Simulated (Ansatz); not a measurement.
## C2H5ClF2Si, SMILES CC[Si](F)(F)Cl: a geometry optimisation, step by step

Computed with the Ansatz DFT code, driven from Python.

The cells in order, each with its output:

**Cell 1**
```python
import itertools

import ansatz as az
from ase.data import atomic_numbers, covalent_radii
import numpy as np
```

**Cell 2**
```python
GEOMETRY = """
C     0.37320   -1.02000   -1.03730
C     0.65020   -0.00170    0.07220
Si   -0.83900    0.84510    0.84750
F    -1.70180   -0.25700    1.48320
F    -1.59400    1.66860   -0.27440
Cl   -0.16620    2.12420    2.33590
H    -0.16570   -0.47280   -1.87150
H     1.28310   -1.39970   -1.45320
H    -0.31030   -1.77430   -0.65240
H     1.33440    0.76780   -0.29840
H     1.20140   -0.53720    0.86910
"""
```

**Cell 3**
```python
molecule = az.Crystal.molecule()
for line in GEOMETRY.strip().splitlines():
    symbol, *xyz = line.split()
    molecule = molecule.atom(symbol, [float(v) for v in xyz])
```

**Cell 4**
```python
calculation = (
    molecule.calculation()
    .basis(gaussian="def2-SVP")
    .functional("pbe")
)
symbols = [site.symbol for site in molecule.cartesian_sites]
start = np.array([site.position_ang for site in molecule.cartesian_sites], dtype=float)
report = calculation.relax(force_tolerance=0.005).run().report
end = np.array(report["positions_ang"])
```

**Cell 5**
```python
for key in ("converged", "free_energy_ev", "reference_energy_ev", "n_frozen", "n_occupied", "n_virtual"):
    print(f"{key:22s} {report[key]}")
```
Output:
```text
converged              True
free_energy_ev         -27965.136703458862
reference_energy_ev    -27965.136703458862
n_frozen               0
n_occupied             [33, 33]
n_virtual              [84, 84]
```

**Cell 6**
```python
radius = [covalent_radii[atomic_numbers[s]] for s in symbols]
span = lambda where, i, j: np.linalg.norm(where[i] - where[j])
bonded = [(i, j) for i, j in itertools.combinations(range(len(symbols)), 2) if min(span(start, i, j), span(end, i, j)) < 1.2 * (radius[i] + radius[j])]
print("pair        before    after (A)")
for i, j in bonded:
    print(f"{symbols[i]}{i}-{symbols[j]}{j}".ljust(10), f"{span(start, i, j):8.4f} {span(end, i, j):8.4f}")
for first, second in list(itertools.combinations(bonded, 2)):
    shared = set(first) & set(second)
    if shared and symbols[(j := shared.pop())] != "H":
        i, k = sorted((set(first) | set(second)) - {j})
        u, v = end[i] - end[j], end[k] - end[j]
        angle = np.degrees(np.arccos(np.clip(u @ v / np.linalg.norm(u) / np.linalg.norm(v), -1, 1)))
        print(f"final angle {symbols[i]}{i}-{symbols[j]}{j}-{symbols[k]}{k}: {angle:.2f} deg")
with open("c2h5clf2si_opt.xyz", "w") as handle:
    handle.write(f"{len(symbols)}\nrelaxed C2H5ClF2Si\n")
    handle.writelines(f"{s:2s} {x:11.6f} {y:11.6f} {z:11.6f}\n" for s, (x, y, z) in zip(symbols, end))
```
Output:
```text
pair        before    after (A)
C0-C1        1.5312   1.5376
C0-H6        1.1339   1.1086
C0-H7        1.0701   1.1085
C0-H8        1.0883   1.1086
C1-Si2       1.8804   1.8591
C1-H9        1.0944   1.1118
C1-H10       1.1071   1.1118
Si2-F3       1.5373   1.6274
Si2-F4       1.5833   1.6274
Si2-Cl5      2.0746   2.0588
final angle C1-C0-H6: 111.39 deg
final angle C1-C0-H7: 111.15 deg
final angle C1-C0-H8: 111.38 deg
final angle C0-C1-Si2: 113.67 deg
final angle C0-C1-H9: 111.36 deg
final angle C0-C1-H10: 111.36 deg
final angle H6-C0-H7: 107.63 deg
final angle H6-C0-H8: 107.45 deg
final angle H7-C0-H8: 107.63 deg
final angle Si2-C1-H9: 107.14 deg
final angle Si2-C1-H10: 107.16 deg
final angle C1-Si2-F3: 110.96 deg
final angle C1-Si2-F4: 110.95 deg
final angle C1-Si2-Cl5: 112.63 deg
final angle H9-C1-H10: 105.71 deg
final angle F3-Si2-F4: 106.01 deg
final angle F3-Si2-Cl5: 108.00 deg
final angle F4-Si2-Cl5: 108.00 deg
```

`c2h5clf2si_opt.xyz`, as written:
```text
11
relaxed C2H5ClF2Si
C     0.342031   -0.986105   -1.046436
C     0.711592   -0.002571    0.076181
Si   -0.757804    0.833232    0.849848
F    -1.785026   -0.260725    1.479620
F    -1.609791    1.660094   -0.263242
Cl   -0.226890    2.143060    2.346842
H    -0.195172   -0.475355   -1.870795
H     1.246926   -1.459233   -1.477694
H    -0.315422   -1.796988   -0.673237
H     1.387309    0.798969   -0.293914
H     1.267546   -0.511379    0.893527
```

Reading the output:
- Total energies depend on the basis set; only differences at equal settings carry meaning.
- The end point is the stationary point reached from this start; no frequency run checks that it is a minimum, and the basis set is modest.
- The whole script took 36 s on 1 thread of Arm Neoverse V2 (shared host), peak memory 0.23 GiB.
